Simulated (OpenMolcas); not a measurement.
# Ru⁴⁺ among point charges: CASSCF and CASPT2 levels and susceptibility

How does a field of 6 point charges split the states of Ru⁴⁺, and what χT follows?

Program: OpenMolcas 26.06. Level of theory: state-averaged CASSCF and CASPT2, spin-orbit coupling by RASSI with atomic mean-field integrals. These are calculated values, not measurements, unless marked.

## Step 1: Starting point

* Species: Ru⁴⁺ (ruthenium, Z = 44, 40 electrons)
* Basis: ANO-RCC-VTZP [7s6p4d2f1g], 68 functions
* Scalar Hamiltonian: DKH2, point nucleus
* Inactive shells: 1s 2s 2p 3s 3p 3d 4s 4p
* Active space: 4 electrons in 5 orbitals (4d)
* Some configurations of this space: 4d4
* Orbitals: optimised for each spin and parity, averaged over all roots

Outer shells as boxes (Hund's rule):

4d4
```
4d [↑ ][↑ ][↑ ][↑ ][  ]
```

The ion sits among 6 point charges of -1.5 e arranged as a trigonal antiprism (D3d), 1.84 Å from the ion, with a polar angle of 43.2° against the regular 54.74°.

The work runs as a chain of OpenMolcas steps in one folder; each step below is one input file. Labels, J, g values, rates, χT and fits are worked out afterwards by a script from the matrices that RASSI stores. The input lists half of the charges; inversion (Group=XYZ) makes the rest.

## Step 2: One- and two-electron integrals

Input file a.inp:

```
&GATEWAY
Coord
1

Ru 0.0 0.0 0.0
Basis=ANO-RCC-VTZP
Group=XYZ
NoMove
AngMom=0.0 0.0 0.0
AMFI
XField
3 Angstrom 0
0.000000 1.260529 1.340398 -1.500000
1.091650 -0.630265 1.340398 -1.500000
1.091650 0.630265 -1.340398 -1.500000
&SEWARD
```

Command:

```console
> OMP_NUM_THREADS=1 MOLCAS_MEM=1689 MOLCAS_PROJECT=a pymolcas a.inp > a.log
```

## Step 3: Reference wave functions, quintets of even parity, 5 roots

Input file a.inp:

```
&RASSCF
FileOrb=start.orb
Symmetry=1
Spin=5
nActEl=4 0 0
Inactive=9 9
Ras2=5 0
CIRoot=5 5 1
SDav=5
CIMx=300
Iter=120 100
PrWF=0.3
OrbListing=Nothing
MaxOrb=0
>>> COPY $Project.JobIph JOB001
```

start.orb holds the contracted functions of the basis, ordered by shell, or the orbitals of the step before.

## Step 4: Reference wave functions, triplets of even parity, 45 roots

Input file a.inp:

```
&RASSCF
FileOrb=start.orb
Symmetry=1
Spin=3
nActEl=4 0 0
Inactive=9 9
Ras2=5 0
CIRoot=45 45 1
SDav=45
CIMx=300
Iter=120 100
PrWF=0.3
OrbListing=Nothing
MaxOrb=0
>>> COPY $Project.JobIph JOB002
```

## Step 5: Reference wave functions, singlets of even parity, 50 roots

Input file a.inp:

```
&RASSCF
FileOrb=start.orb
Symmetry=1
Spin=1
nActEl=4 0 0
Inactive=9 9
Ras2=5 0
CIRoot=50 50 1
SDav=50
CIMx=300
Iter=120 100
PrWF=0.3
OrbListing=Nothing
MaxOrb=0
>>> COPY $Project.JobIph JOB003
```

## Step 6: RASSI: spin-orbit coupling between the states

Input file a.inp:

```
&RASSI
NrOfJobIphs=3 5 45 50
1 2 3 4 5
1 2 3 4 5 6 7 8 9 10 11 12 13 14 15 16 17 18 19 20 21 22 23 24 25 26 27
28 29 30 31 32 33 34 35 36 37 38 39 40 41 42 43 44 45
1 2 3 4 5 6 7 8 9 10 11 12 13 14 15 16 17 18 19 20 21 22 23 24 25 26 27
28 29 30 31 32 33 34 35 36 37 38 39 40 41 42 43 44 45 46 47 48 49 50
IphNames
JOB001
JOB002
JOB003
EJob
SpinOrbit
DIPRint=1.0
SOCoupling=1000.0
Subsets=2
Property=9
'ANGMOM' 1 'ANGMOM' 2 'ANGMOM' 3 'MLTPL  1' 1 'MLTPL  1' 2 'MLTPL  1' 3
'AMFI' 1 'AMFI' 2 'AMFI' 3
SOProperty=3
'ANGMOM' 1 'ANGMOM' 2 'ANGMOM' 3
```

## Step 7: CASPT2: IPEA 0.25, imaginary shift 0.1 (closed shells correlated: 4s 4p)

Input file a.inp:

```
>>> COPY JOB001 $Project.JobIph
&CASPT2
Multistate=5 1 2 3 4 5
NoMult
Frozen=8 6
IPEA=0.25
Imaginary=0.1
MaxIter=60
WThr=0.0 0.3 0.05
PrWF=0.5
NoMix
>>> COPY JOB002 $Project.JobIph
&CASPT2
Multistate=45 1 2 3 4 5 6 7 8 9 10 11 12 13 14 15 16 17 18 19 20 21 22
23 24 25 26 27 28 29 30 31 32 33 34 35 36 37 38 39 40 41 42 43 44 45
NoMult
Frozen=8 6
IPEA=0.25
Imaginary=0.1
MaxIter=60
WThr=0.0 0.3 0.05
PrWF=0.5
NoMix
>>> COPY JOB003 $Project.JobIph
&CASPT2
Multistate=50 1 2 3 4 5 6 7 8 9 10 11 12 13 14 15 16 17 18 19 20 21 22
23 24 25 26 27 28 29 30 31 32 33 34 35 36 37 38 39 40 41 42 43 44 45 46
47 48 49 50
NoMult
Frozen=8 6
IPEA=0.25
Imaginary=0.1
MaxIter=60
WThr=0.0 0.3 0.05
PrWF=0.5
NoMix
```

(Steps that only read results are left out.)

Before running it: what results should come out? Wanted: spin-free ground state; first state of the same spin within the active space; lowest level; next level.

As calculated:

| quantity | value |
| --- | --- |
| method | SS-CASPT2, IPEA 0.25, imaginary shift 0.1 (closed shells correlated: 4s 4p) |
| spin-free ground state | 5E, 2-fold in its orbital part |
| first state of the same spin within the active space | 5A1 at 4120 cm⁻¹ |
| lowest level | 1-fold A1 |
| next level | 66.1 cm⁻¹ |
| χT at 300 K | 1.70 cm³ K/mol |
| effective moment at 300 K | 3.69 μB |

Cost by method:

| method | time of its own steps | time with the reference |
| --- | --- | --- |
| A. CASSCF | 27 s | 27 s |
| B. SS-CASPT2, IPEA 0.25, imaginary shift 0.1, +4s 4p | 14 s | 40 s |

Times are of one thread on a shared host.

What this shows: The spin-free ground state (5E) comes to 100 % from free-ion D terms and keeps the highest spin of the shell. χT at 300 K is 1.70, against 3.01 cm³ K/mol for the spin alone, so spin-orbit coupling lowers it. An active space of the d shell alone favours high spin; real ions in strong fields can be low spin. CASPT2 does not keep the components of a term degenerate, and the means are used. The field of point charges can differ much from that of real complexes. With metal d orbitals alone active, the gaps between spin states are rough; where two lie within a few thousand cm-1, their order is open. Point charges carry no covalency, so the field is a model and not that of real ligands.
